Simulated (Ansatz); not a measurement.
# Pd (fcc type): how the settings move a single-point run

Question: which choices in the input matter for Pd (fcc type)?

Program: Ansatz 0.2.0. Level of theory: reference: DFT, PBE, PAW with Ansatz's default frozen-core files, scalar-relativistic. These are calculated values, not measurements.

### 1 Starting point

It takes space group Fm-3m (No. 225, cubic). The conventional cell has a = 3.632 Å, b = 3.632 Å, c = 3.632 Å, α = 90.00°, β = 90.00°, γ = 90.00°. Pd (site symmetry m-3m) has 12 Pd at 2.57 Å as nearest neighbours.

Coordinates:

```cif
data_structure
_symmetry_space_group_name_H-M 'P 1'
_symmetry_Int_Tables_number 1
_cell_length_a 2.5686
_cell_length_b 2.5686
_cell_length_c 2.5686
_cell_angle_alpha 60.000
_cell_angle_beta 60.000
_cell_angle_gamma 60.000
_cell_volume 11.98
loop_
_atom_site_label
_atom_site_type_symbol
_atom_site_fract_x
_atom_site_fract_y
_atom_site_fract_z
_atom_site_occupancy
Pd1 Pd 0.00000 0.00000 0.00000 1
```

### 2 Reference

input.yaml reads:

```yaml
crystal:
  lattice:
    - [0.0, 1.8162469649, 1.8162469649]
    - [1.8162469649, 0.0, 1.8162469649]
    - [1.8162469649, 1.8162469649, 0.0]
  atoms:
    - { symbol: Pd, position: [0.0, 0.0, 0.0] }
kpoints:
  mp_grid: { grid: [16, 16, 16] }
  band_path:
    path:
      - [0.0, 0.0, 0.0]
      - [0.5, 0.0, 0.5]
      - [0.625, 0.25, 0.625]
      - [0.375, 0.375, 0.75]
      - [0.0, 0.0, 0.0]
      - [0.5, 0.5, 0.5]
      - [0.5, 0.25, 0.75]
      - [0.5, 0.0, 0.5]
    npoints: 8
scf:
  occupations: { method: fermi_dirac, width: 0.1 }
hamiltonian:
  xc: pbe
  pseudopotentials: { kind: paw }
output:
  forces: true
  stress: true
  eigenvalues: true
  populations: true
  dos: { projected: true, de: 0.2, e_range: [-14, 8] }
  write_density: true
  write_potential: true
  elf: true
  volumetric_format: npy
```

Started as:

```bash
> ansatz run input.yaml --threads 1 --pin off --max-ram 2048MiB --backend cpu --events-out ev --progress --plain --runs-dir out
```

### 3 Changed: occupations.method gaussian, occupations.width 0.025

input.yaml, as its differences from that of step 2:

```diff
@@ -21,3 +21,3 @@
 scf:
-  occupations: { method: fermi_dirac, width: 0.1 }
+  occupations: { method: gaussian, width: 0.025 }
 hamiltonian:
@@ -30,6 +30 @@
   populations: true
-  dos: { projected: true, de: 0.2, e_range: [-14, 8] }
-  write_density: true
-  write_potential: true
-  elf: true
-  volumetric_format: npy
```

Before running it: what results should come out? Wanted: for each run, ending; energy change; pressure; gap; force.

As calculated:

```
                                                    run     ending        energy change  pressure (GPa)  gap (eV)  force (eV/Å)  cycles   time
                                              reference  converged                    0            81.0      0.00          0.00       6    2 s
1: occupations.method gaussian, occupations.width 0.025  converged  +1.5 meV/atom (σ→0)            80.5      0.00          0.00       6  1.7 s
```

Times don't compare one to one where runs were asked for different outputs or read a saved state (see the inputs); cycles may leave out searches for a lower state.

Residual by cycle in the longest SCF loop of each run; runs are numbered as in the table. The quantity is the density residual dr2, in eV.

```
cycle  reference    run 1
    1     0.0024  0.00257
    2     2.4e-4   2.0e-4
    3     3.4e-5   3.2e-5
    4     1.6e-6   1.7e-6
    5     1.6e-8   2.9e-8
    6    2.4e-11  9.3e-11
```

What this shows: Changing the smearing moves the energy by +1.5 meV/atom (σ→0 values), and the pressure goes from 81.0 to 80.5 GPa. The structure is not at rest: the sound run finds 81 GPa, so these are no properties of the relaxed crystal. 
